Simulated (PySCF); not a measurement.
**C₄H₅NOSi: geometry, spin-spin couplings**

Aim: predict the spin-spin couplings of C₄H₅NOSi (`N#C/C=C(\[SiH3])C=O`).

Computed with PySCF 2.14.0, with density-fitted response routines of our own, on a single molecule in the gas phase. Atoms are numbered from 0 throughout.

## 1. The starting structure

12 atoms, charge 0, multiplicity 1; geometry from: GFN2-xTB. The atoms were then displaced at random by about 0.01 Å, so the start is not that level's minimum.

Bonds of the start (Å): N0–C1 1.12, C1–C2 1.39, C2–C3 1.34, C3–Si4 1.94, C3–C5 1.43, C5–O6 1.21, C2–H7 1.12, Si4–H8 1.48, Si4–H9 1.44, Si4–H10 1.47, C5–H11 1.11.

## 2. Relaxing the molecule at PBE0-D3(BJ)/def2-SVP

The job: settings as JSON, then the geometry in Å.

```
{"job": {"xc": "PBE0", "basis": "def2-SVP", "d3": "d3bj", "grid": 1, "shake": 0.01, "kind": "geom"}, "charge": 0, "multiplicity": 1}
N     -1.766900     2.698990     0.389070
C     -0.845970     2.083300     0.262420
C      0.323720     1.343190     0.114490
C      0.410680     0.013800    -0.029830
Si    -1.093220    -1.206710    -0.090680
C      1.664180    -0.654640    -0.158380
O      1.773920    -1.857180    -0.270460
H      1.271270     1.943790     0.139360
H     -0.962660    -2.049300     1.115890
H     -0.988480    -1.939250    -1.325110
H     -2.317530    -0.397370    -0.020840
H      2.570680    -0.006890    -0.134960
```

Run with:

```
$ OMP_NUM_THREADS=1 python probes_run.py task.json out
```

One launch serves the whole session: the jobs run in the order shown.

Log:

```text
step   0  E = -574.08710636  max force = 0.105081
step   1  E = -574.09683355  max force = 0.011122
step   2  E = -574.09777713  max force = 0.003924
step   3  E = -574.09780375  max force = 0.003939
step   4  E = -574.09810993  max force = 0.001978
step   5  E = -574.09813098  max force = 0.003120
step   6  E = -574.09816844  max force = 0.001017
step   7  E = -574.09818017  max force = 0.000726
step   8  E = -574.09818802  max force = 0.000181
optimisation converged
```

Run time: 65 s. Hardware: 1 thread of Arm Neoverse V1, shared host; peak memory 0.49 GiB.

Step by step:

```tsv
step	energy from step 0 (eV)	largest force component (eV/Å)
0	0.0000	5.4035
1	-0.2647	0.5719
2	-0.2904	0.2018
3	-0.2911	0.2026
4	-0.2994	0.1017
5	-0.3000	0.1604
6	-0.3010	0.0523
7	-0.3013	0.0373
8	-0.3015	0.0093
```

Distances of close pairs at the start and the end, largest changes first:

```tsv
bond	before (Å)	after (Å)	change (Å)
C3–C5	1.426	1.481	+0.055
Si4–H9	1.439	1.489	+0.050
N0–C1	1.115	1.160	+0.045
C3–Si4	1.938	1.898	-0.040
C1–C2	1.392	1.425	+0.033
C2–H7	1.122	1.099	-0.023
Si4–H10	1.469	1.489	+0.019
Si4–H8	1.477	1.489	+0.012
```

The next job starts from the end point, and lists it.

```tsv
at the end point	value
point group (found at 0.08 Å tolerance)	Cs
rotational constants (GHz, main isotopes)	3.872, 1.366, 1.022
dipole moment (D)	1.85
```

## 3. Indirect couplings: B3LYP/cc-pVTZ

The job: settings as JSON, then the geometry in Å.

```
{"job": {"kind": "j", "xc": "B3LYP", "basis": "cc-pVTZ"}, "charge": 0, "multiplicity": 1}
N     -1.862324     2.748583     0.096907
C     -0.905455     2.101493    -0.008954
C      0.290545     1.338603    -0.140252
C      0.365453    -0.007675    -0.057121
Si    -1.060079    -1.225265     0.239015
C      1.711336    -0.606278    -0.215023
O      1.910440    -1.792725    -0.153172
H      1.200819     1.928361    -0.319552
H     -0.782244    -1.990884     1.485502
H     -1.144800    -2.145175    -0.929141
H     -2.318455    -0.442192     0.378198
H      2.546963     0.117967    -0.398152
```

Method: B3LYP/cc-pVTZ indirect spin-spin coupling, non-relativistic, gas phase.

Log:

```text
coarse grid: 11216 points
cycle   1  E = -574.8183330228  dE =  8.814e-01  |g| = 9.009e-01  |ddm| = 7.368e+00
cycle   2  E = -573.8945393221  dE =  9.238e-01  |g| = 2.261e+00  |ddm| = 5.551e+00
cycle   3  E = -574.9772793785  dE = -1.083e+00  |g| = 1.531e-01  |ddm| = 4.369e+00
cycle   4  E = -574.9806178351  dE = -3.338e-03  |g| = 1.069e-01  |ddm| = 4.121e-01
cycle   5  E = -574.9832782576  dE = -2.660e-03  |g| = 4.026e-02  |ddm| = 1.751e-01
cycle   6  E = -574.9835734606  dE = -2.952e-04  |g| = 1.410e-02  |ddm| = 6.396e-02
cycle   7  E = -574.9836101678  dE = -3.671e-05  |g| = 4.347e-03  |ddm| = 2.150e-02
cycle   8  E = -574.9836137047  dE = -3.537e-06  |g| = 1.838e-03  |ddm| = 8.893e-03
final grid: 105824 points
cycle   9  E = -574.9836881557  dE = -3.169e-05  |g| = 6.496e-03  |ddm| = 8.717e-02
cycle  10  E = -574.9836515367  dE =  3.662e-05  |g| = 1.432e-02  |ddm| = 2.699e-02
cycle  11  E = -574.9836974978  dE = -4.596e-05  |g| = 1.993e-03  |ddm| = 1.917e-02
cycle  12  E = -574.9836982096  dE = -7.118e-07  |g| = 7.432e-04  |ddm| = 3.760e-03
cycle  13  E = -574.9836983242  dE = -1.146e-07  |g| = 1.948e-04  |ddm| = 1.047e-03
cycle  14  E = -574.9836983315  dE = -7.388e-09  |g| = 7.707e-05  |ddm| = 3.477e-04
cycle  15  E = -574.9836983327  dE = -1.113e-09  |g| = 2.858e-05  |ddm| = 1.423e-04
cycle  16  E = -574.9836983328  dE = -1.796e-10  |g| = 8.333e-06  |ddm| = 5.541e-05
converged SCF energy = -574.9836983328

Indirect spin-spin couplings (Hz)
  i      j    bonds     total        FC       PSO       DSO        SD
  0 N    1 C    1    -41.721   -35.110    -0.264    -0.002    -6.346
  0 N    2 C    2      4.172     2.987     0.206     0.065     0.913
  0 N    3 C    3     -1.269    -0.458     0.348     0.031    -1.189
  0 N    5 C    4      0.386    -0.018     0.165     0.024     0.215
  0 N    6 O    5     -0.231     0.005    -0.797    -0.014     0.576
  0 N    7 H    3     -0.957    -0.641    -0.546     0.201     0.028
  0 N   10 H    5     -0.279    -0.341     0.158    -0.063    -0.033
  1 C    2 C    1     85.657    87.877    -2.473     0.253         -
  1 C    3 C    2      2.253     2.117     0.113     0.022         -
  1 C    4 Si   3     -5.251    -5.285     0.056    -0.024     0.002
  1 C    5 C    3     10.958    10.873     0.113    -0.029         -
  1 C    7 H    2      4.111     4.373    -0.137    -0.126         -
  1 C    8 H    4     -0.995    -0.902     0.049    -0.142         -
  1 C    9 H    4     -1.012    -0.920     0.048    -0.140         -
  1 C   11 H    4     -0.310    -0.336     0.160    -0.134         -
  2 C    3 C    1     81.349    90.426    -9.313     0.236         -
  2 C    4 Si   2     -2.838    -2.823    -0.032     0.017     0.001
  2 C    5 C    2      7.061     7.217    -0.194     0.037         -
  2 C    6 O    3     -1.101    -1.582     0.428     0.053         -
  2 C    7 H    1    158.313   157.144     0.314     0.856         -
  2 C    8 H    3      3.315     3.430     0.153    -0.268         -
  2 C    9 H    3      3.242     3.356     0.151    -0.265         -
  2 C   10 H    3      1.477     1.621    -0.165     0.020         -
  2 C   11 H    3      2.521     2.686    -0.327     0.162         -
  3 C    4 Si   1    -50.528   -50.764     1.742    -0.113    -1.392
  3 C    5 C    1     39.245    41.306    -2.355     0.293         -
  3 C    6 O    2     -4.410    -2.862    -1.572     0.023         -
  3 C    7 H    2     -3.210    -1.414    -1.495    -0.301         -
  3 C    8 H    2      2.785     2.938    -0.089    -0.064         -
  3 C    9 H    2      2.821     2.972    -0.091    -0.060         -
  3 C   10 H    2      7.184     7.437    -0.187    -0.065         -
  3 C   11 H    2     24.569    25.028    -0.333    -0.126         -
  4 Si   5 C    2     -2.899    -2.956    -0.033    -0.002     0.091
  4 Si   6 O    3      1.712     1.537     0.100     0.003     0.072
  4 Si   7 H    3    -10.154   -10.154    -0.255     0.293    -0.038
  4 Si   8 H    1   -174.219  -174.828     0.780    -0.188     0.018
  4 Si   9 H    1   -173.698  -174.303     0.773    -0.188     0.020
  4 Si  10 H    1   -165.854  -166.552     0.865    -0.197     0.030
  4 Si  11 H    3     -4.372    -4.341    -0.285     0.292    -0.037
  5 C    6 O    1     23.767     4.044    19.777    -0.055         -
  5 C    7 H    3     11.573    11.630    -0.308     0.251         -
  5 C    8 H    3      0.023     0.144    -0.072    -0.048         -
  5 C    9 H    3      0.038     0.155    -0.070    -0.046         -
  5 C   10 H    3      4.144     4.331     0.158    -0.345         -
  5 C   11 H    1    166.203   165.982    -0.841     1.062         -
  6 O    7 H    4      0.197     0.299    -0.283     0.181         -
  6 O    8 H    4     -0.447    -0.431     0.045    -0.061         -
  6 O    9 H    4     -0.416    -0.398     0.040    -0.058         -
  6 O   10 H    4     -1.346    -1.457    -0.095     0.207         -
  6 O   11 H    2     -3.157    -6.561     3.024     0.380         -
  7 H    8 H    4     -0.784    -0.420     0.900    -1.263         -
  7 H    9 H    4     -0.825    -0.466     0.896    -1.256         -
  7 H   10 H    4     -0.822    -0.539     1.029    -1.312         -
  7 H   11 H    4      0.548     0.154    -1.735     2.129         -
  8 H    9 H    2      0.417     1.654     0.723    -1.960         -
  8 H   10 H    2      5.862     7.101     0.708    -1.947         -
  8 H   11 H    4     -0.591    -0.315     0.973    -1.248         -
  9 H   10 H    2      5.744     6.983     0.708    -1.947         -
  9 H   11 H    4     -0.571    -0.300     0.962    -1.233         -
 10 H   11 H    4      0.403     0.858     0.951    -1.407         -
```

Wall time 97 s (1 thread of Arm Neoverse V1, shared host); peak memory 1 GiB.

This basis has no tight s functions, so the Fermi-contact terms are rough.

Couplings of 1 Hz or more over one to four bonds, nine at most for each number, with means over like pairs (isotopes 13C, 1H, 15N, 17O, 29Si):

```tsv
pair	bonds	J (Hz)	Fermi contact (Hz)	dihedral (°)
Si4–H8	1	-171.3	-171.9	–
C5–H11	1	166.2	166.0	–
C2–H7	1	158.3	157.1	–
C1–C2	1	85.7	87.9	–
C2–C3	1	81.3	90.4	–
C3–Si4	1	-50.5	-50.8	–
N0–C1	1	-41.7	-35.1	–
C3–C5	1	39.2	41.3	–
C5–O6	1	23.8	4.0	–
C3–H11	2	24.6	25.0	–
C2–C5	2	7.1	7.2	–
C3–O6	2	-4.4	-2.9	–
C3–H8	2	4.3	4.4	–
N0–C2	2	4.2	3.0	–
C1–H7	2	4.1	4.4	–
H8–H9	2	4.0	5.2	–
C3–H7	2	-3.2	-1.4	–
O6–H11	2	-3.2	-6.6	–
C5–H7	3	11.6	11.6	0
C1–C5	3	11.0	10.9	-180
Si4–H7	3	-10.2	-10.2	-180
C1–Si4	3	-5.3	-5.3	0
Si4–H11	3	-4.4	-4.3	180
C2–H8	3	2.7	2.8	–
C2–H11	3	2.5	2.7	0
Si4–O6	3	1.7	1.5	0
C5–H8	3	1.4	1.5	–
```

Means hide unlike values in this fixed geometry: C3–H8 from 2.8 to 7.2 Hz; H8–H9 from 0.4 to 5.9 Hz; C5–H8 from 0.0 to 4.1 Hz. They hold only if the pairs exchange fast.

The spin-dipole term was solved for some atoms only; pairs without it lack that part.

The response was solved for the nuclei of C, H, N, Si alone, so couplings that need other nuclei can be missing.

Quadrupole couplings from the field gradients of the same density:

```tsv
atom	isotope	eQq/h (MHz)	η
O6	17O	11.7	0.62
N0	14N	-4.865	0.12
```

## 4. Indirect couplings: B3LYP/6-31G*

The job, as its differences from that of step 3:

```diff
@@ -1,2 +1,2 @@
-{"job": {"kind": "j", "xc": "B3LYP", "basis": "cc-pVTZ"}, "charge": 0, "multiplicity": 1}
+{"job": {"kind": "j", "xc": "B3LYP", "basis": "6-31G*"}, "charge": 0, "multiplicity": 1}
 N     -1.862324     2.748583     0.096907
```

Level: B3LYP/6-31G* indirect spin-spin coupling, non-relativistic, gas phase.

Log:

```text
coarse grid: 11216 points
cycle   1  E = -574.7401788893  dE =  9.092e-01  |g| = 8.683e-01  |ddm| = 3.703e+00
cycle   2  E = -573.8553639752  dE =  8.848e-01  |g| = 2.175e+00  |ddm| = 3.583e+00
cycle   3  E = -574.9014329938  dE = -1.046e+00  |g| = 1.324e-01  |ddm| = 2.912e+00
cycle   4  E = -574.9038579470  dE = -2.425e-03  |g| = 1.006e-01  |ddm| = 2.462e-01
cycle   5  E = -574.9061370366  dE = -2.279e-03  |g| = 4.484e-02  |ddm| = 1.130e-01
cycle   6  E = -574.9065537621  dE = -4.167e-04  |g| = 1.016e-02  |ddm| = 4.215e-02
cycle   7  E = -574.9065743826  dE = -2.062e-05  |g| = 3.311e-03  |ddm| = 8.546e-03
cycle   8  E = -574.9065765175  dE = -2.135e-06  |g| = 1.493e-03  |ddm| = 4.642e-03
final grid: 105824 points
cycle   9  E = -574.8399223307  dE = -7.071e-06  |g| = 5.689e-03  |ddm| = 2.124e-02
cycle  10  E = -574.8398957883  dE =  2.654e-05  |g| = 1.220e-02  |ddm| = 1.583e-02
cycle  11  E = -574.8399300273  dE = -3.424e-05  |g| = 1.741e-03  |ddm| = 1.139e-02
cycle  12  E = -574.8399306327  dE = -6.055e-07  |g| = 5.987e-04  |ddm| = 1.900e-03
cycle  13  E = -574.8399307143  dE = -8.158e-08  |g| = 9.084e-05  |ddm| = 5.022e-04
cycle  14  E = -574.8399307156  dE = -1.305e-09  |g| = 5.441e-05  |ddm| = 1.309e-04
cycle  15  E = -574.8399307162  dE = -5.889e-10  |g| = 2.216e-05  |ddm| = 6.184e-05
converged SCF energy = -574.8399307162

Indirect spin-spin couplings (Hz)
  i      j    bonds     total        FC       PSO       DSO        SD
  0 N    1 C    1    -20.239   -15.546     0.764    -0.012    -5.444
  0 N    2 C    2      4.887     3.812     0.207     0.064     0.804
  0 N    3 C    3     -3.137    -2.428     0.301     0.030    -1.040
  0 N    4 Si   4     -0.298    -0.284     0.020    -0.008    -0.026
  0 N    5 C    4      0.829     0.469     0.145     0.024     0.191
  0 N    6 O    5      0.173     0.366    -0.683    -0.014     0.504
  0 N    7 H    3     -2.548    -2.351    -0.407     0.196     0.014
  0 N    8 H    5     -0.413    -0.477    -0.013     0.080    -0.003
  0 N    9 H    5     -0.420    -0.483    -0.013     0.080    -0.003
  0 N   10 H    5     -0.325    -0.364     0.131    -0.063    -0.030
  1 C    2 C    1    104.821   106.769    -2.212     0.264         -
  1 C    3 C    2     -0.738    -0.837     0.076     0.024         -
  1 C    4 Si   3     -3.871    -3.902     0.053    -0.024     0.002
  1 C    5 C    3     11.190    11.120     0.098    -0.028         -
  1 C    6 O    4      1.123     1.104    -0.011     0.031         -
  1 C    7 H    2      1.746     2.053    -0.202    -0.104         -
  1 C    8 H    4     -1.419    -1.299     0.017    -0.138         -
  1 C    9 H    4     -1.441    -1.322     0.017    -0.136         -
  1 C   11 H    4     -0.470    -0.458     0.118    -0.130         -
  2 C    3 C    1     87.687    95.733    -8.283     0.237         -
  2 C    4 Si   2     -0.201    -0.186    -0.021     0.017    -0.012
  2 C    5 C    2      2.302     2.443    -0.179     0.037         -
  2 C    6 O    3     -3.193    -3.617     0.372     0.052         -
  2 C    7 H    1    174.821   173.929    -0.042     0.934         -
  2 C    8 H    3      5.402     5.557     0.111    -0.266         -
  2 C    9 H    3      5.394     5.547     0.110    -0.263         -
  2 C   10 H    3      1.066     1.182    -0.139     0.023         -
  2 C   11 H    3      1.328     1.459    -0.297     0.166         -
  3 C    4 Si   1    -58.842   -58.833     1.259    -0.114    -1.154
  3 C    5 C    1     54.599    56.274    -1.972     0.296         -
  3 C    6 O    2     -4.838    -3.540    -1.319     0.020         -
  3 C    7 H    2     -6.659    -4.978    -1.394    -0.288         -
  3 C    8 H    2      0.242     0.416    -0.119    -0.055         -
  3 C    9 H    2      0.267     0.438    -0.120    -0.051         -
  3 C   10 H    2      6.072     6.337    -0.208    -0.057         -
  3 C   11 H    2     26.237    26.630    -0.280    -0.113         -
  4 Si   5 C    2     -1.492    -1.558    -0.012    -0.002     0.080
  4 Si   6 O    3      1.380     1.224     0.094     0.003     0.059
  4 Si   7 H    3     -9.609    -9.728    -0.130     0.290    -0.041
  4 Si   8 H    1   -199.777  -200.033     0.917    -0.219    -0.442
  4 Si   9 H    1   -199.278  -199.537     0.918    -0.219    -0.439
  4 Si  10 H    1   -189.492  -189.625     0.785    -0.226    -0.426
  4 Si  11 H    3     -3.820    -3.917    -0.154     0.289    -0.038
  5 C    6 O    1     11.417    -6.086    17.576    -0.073         -
  5 C    7 H    3     10.461    10.455    -0.251     0.257         -
  5 C    8 H    3      0.324     0.428    -0.059    -0.046         -
  5 C    9 H    3      0.346     0.446    -0.057    -0.044         -
  5 C   10 H    3      3.507     3.739     0.109    -0.341         -
  5 C   11 H    1    177.084   176.945    -0.994     1.133         -
  6 O    7 H    4      1.196     1.187    -0.165     0.175         -
  6 O    8 H    4     -0.209    -0.157     0.010    -0.062         -
  6 O    9 H    4     -0.166    -0.113     0.006    -0.059         -
  6 O   10 H    4     -1.102    -1.251    -0.055     0.203         -
  6 O   11 H    2     -1.694    -5.145     3.096     0.355         -
  7 H    8 H    4     -1.330    -0.691     0.606    -1.245         -
  7 H    9 H    4     -1.376    -0.742     0.604    -1.237         -
  7 H   10 H    4     -1.154    -0.582     0.718    -1.290         -
  7 H   11 H    4      1.052     0.195    -1.274     2.131         -
  8 H    9 H    2     -0.126     1.617     0.141    -1.883         -
  8 H   10 H    2      5.296     7.056     0.109    -1.868         -
  8 H   11 H    4     -0.898    -0.342     0.673    -1.229         -
  9 H   10 H    2      5.184     6.943     0.109    -1.868         -
  9 H   11 H    4     -0.879    -0.330     0.665    -1.214         -
```

Run time: 18 s. Hardware: 1 thread of Arm Neoverse V1, shared host; peak memory 0.65 GiB.

The basis is not made for couplings: without tight functions at the nuclei these values are rough.

This run: J(Si4,H8) -196.2 Hz, J(C5,H11) 177.1 Hz, J(C2,H7) 174.8 Hz (means over like pairs).

## 5. Run by run: spin-spin couplings

Couplings (Hz), each a mean over the pairs like the one named, with basis size and wall time:

```tsv
run	Si4–H8	C5–H11	C2–H7	C1–C2	C2–C3	C3–Si4	C3–C5	functions	time
B3LYP/cc-pVTZ	-171.3	166.2	158.3	85.7	81.3	-50.5	39.2	284	97 s
B3LYP/6-31G*	-196.2	177.1	174.8	104.8	87.7	-58.8	54.6	112	18 s
```

## 6. Summary of results

| quantity | value |
| --- | --- |
| point group | Cs |
| rotational constants (main isotopes) | 3.87, 1.37, 1.02 GHz |
| largest coupling of the table (B3LYP/cc-pVTZ) | 1J(Si,H) Si4–H8, -171.3 Hz (mean over like pairs) |
| range of J(Si4,H8), mean over like pairs | -196.2 to -171.3 Hz |

In words: The start of the PBE0/def2-SVP relaxation was shaken at random by about 0.01 Å, so part of the energy gained, and of the first lengths quoted, undoes that. The optimisation took 8 steps and gained 0.302 eV; among the close pairs (by a distance rule), C3–C5 changed most, from 1.426 to 1.481 Å. In the run at B3LYP/cc-pVTZ, the largest coupling of the table is Si4–H8 (mean over like pairs), -171.3 Hz, of which the Fermi-contact term gives -171.9 Hz. Couplings across rotatable bonds belong to this one conformer; where others are populated, the observed values are averages. The coupling Si4–H8, as a mean over pairs of its kind, runs from -196.2 Hz (B3LYP/6-31G*) to -171.3 Hz (B3LYP/cc-pVTZ). Couplings from bases without tight functions are rough.
